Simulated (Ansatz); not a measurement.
# C2H10GeSi: up Jacob's ladder to CCSD(T)

Aim: compute C2H10GeSi with functionals from several rungs and with coupled cluster. The yardstick is the atomisation energy at the CCSD(T) limit.

Program: Ansatz 0.2.0, Gaussian basis. Level of theory: functionals in def2-TZVPP, the program's frozen cores in correlated methods. These are calculated values, not measurements.

The runs, in order: PBE-D4, r2SCAN-D4, PBE0-D4, B3LYP-D4, ωB97X-V, ωB97M-V, B2PLYP; CCSD(T)/def2-TZVPP; MP2/def2-QZVPP; extrapolation to the limit.

## Step 1: The geometry

All runs share one geometry, relaxed beforehand with PBE0-D4 in a triple-zeta def2 set.

SMILES `C[SiH2][CH2][GeH3]`, 14 atoms, charge 0, spin multiplicity 1.

Atoms are counted from 1 here; the program's logs count them from 0.

Bond lengths: C1–Si2 1.871 Å, C1–H5 1.093 Å, C1–H6 1.092 Å, C1–H7 1.093 Å, Si2–C3 1.872 Å, Si2–H8 1.491 Å, Si2–H9 1.492 Å, C3–Ge4 1.957 Å, C3–H10 1.094 Å, C3–H11 1.094 Å, Ge4–H12 1.539 Å, Ge4–H13 1.539 Å, Ge4–H14 1.540 Å. Angles: Si2–C1–H5 111.3°, Si2–C1–H6 110.7°, Si2–C1–H7 110.9°, H5–C1–H6 107.9°, H5–C1–H7 107.9°, H6–C1–H7 107.9°, C1–Si2–C3 111.7°, C1–Si2–H8 109.7°, C1–Si2–H9 109.4°, C3–Si2–H8 108.8°, C3–Si2–H9 109.6°, H8–Si2–H9 107.5°, Si2–C3–Ge4 114.6°, Si2–C3–H10 109.2°, Si2–C3–H11 109.8°, Ge4–C3–H10 107.8°, Ge4–C3–H11 108.0°, H10–C3–H11 107.1° and more.

## Step 2: PBE-D4 (GGA)

Input file in.yaml:

```yaml
crystal:
  periodic: [false, false, false]
  atoms:
    - {symbol: C, position_ang: [-1.456219, 1.236389, -0.556315]}
    - {symbol: Si, position_ang: [-0.072134, 1.101683, 0.694854]}
    - {symbol: C, position_ang: [1.242604, -0.111542, 0.145065]}
    - {symbol: Ge, position_ang: [0.597588, -1.936547, -0.146436]}
    - {symbol: H, position_ang: [-1.967072, 0.279526, -0.687705]}
    - {symbol: H, position_ang: [-2.196880, 1.972033, -0.234382]}
    - {symbol: H, position_ang: [-1.071814, 1.549541, -1.530422]}
    - {symbol: H, position_ang: [-0.622596, 0.652969, 2.005698]}
    - {symbol: H, position_ang: [0.541056, 2.445603, 0.901751]}
    - {symbol: H, position_ang: [2.033088, -0.153320, 0.900268]}
    - {symbol: H, position_ang: [1.704061, 0.237187, -0.783830]}
    - {symbol: H, position_ang: [-0.147383, -2.440954, 1.102546]}
    - {symbol: H, position_ang: [1.773630, -2.885680, -0.439781]}
    - {symbol: H, position_ang: [-0.371029, -1.975989, -1.342412]}
basis:
  gaussian: {orbitals: def2-TZVPP}
hamiltonian: {xc: pbe, dispersion: d4}
output: {forces: true, orbitals: {seedname: orbitals}}
```

Run with:

```bash
> ansatz run in.yaml --threads 2 --pin off --events-out ev --progress --plain --max-ram 22528MiB --backend cuda --devices 0, --max-vram 18GiB
```

After this run come: r2SCAN-D4 (meta-GGA); PBE0-D4 (hybrid); B3LYP-D4 (hybrid); ωB97X-V (range-separated); ωB97M-V (range-separated); B2PLYP (double hybrid); CCSD(T) in def2-TZVPP; MP2 in def2-QZVPP.

Before running them: what should the planned runs give, taken together? Wanted: atomisation energy, CCSD(T)/CBS; farthest; mean size of error, hybrid; mean size of error, range-separated; gap, smallest and largest; T1 diagnostic; triples share of the correlation energy.

As calculated:

| quantity | value |
| --- | --- |
| atomisation energy, CCSD(T)/CBS | 4672.1 kJ/mol |
| functionals within 46.7 kJ/mol (1.0 %) | PBE-D4, r2SCAN-D4, PBE0-D4, B3LYP-D4, ωB97X-V, ωB97M-V |
| farthest | B2PLYP (-70.5 kJ/mol) |
| mean size of error, hybrid | 27.9 kJ/mol |
| mean size of error, range-separated | 12.1 kJ/mol |
| gap, smallest and largest | 7.06 eV (PBE-D4), 13.27 eV (ωB97X-V) |
| T1 diagnostic | 0.0106 |
| triples share of the correlation energy | 3.5 % |

**Reading.** PBE-D4 is off by -20.8 kJ/mol. Double hybrids carry the basis error of their MP2 part in triple zeta, and no dispersion term here, so their miss is partly the set-up's. Misses under about 46.7 kJ/mol are within the doubt on the reference itself, which lacks core-valence correlation, relativity and higher excitations, and its outer-core shells are covered unevenly. Hartree-Fock recovers 76 % of the binding; the rest is correlation. Orbital gaps span 7.1 to 13.3 eV; exact exchange widens them. Correlated methods include outer-core shells of Ge, which these sets cover unevenly.
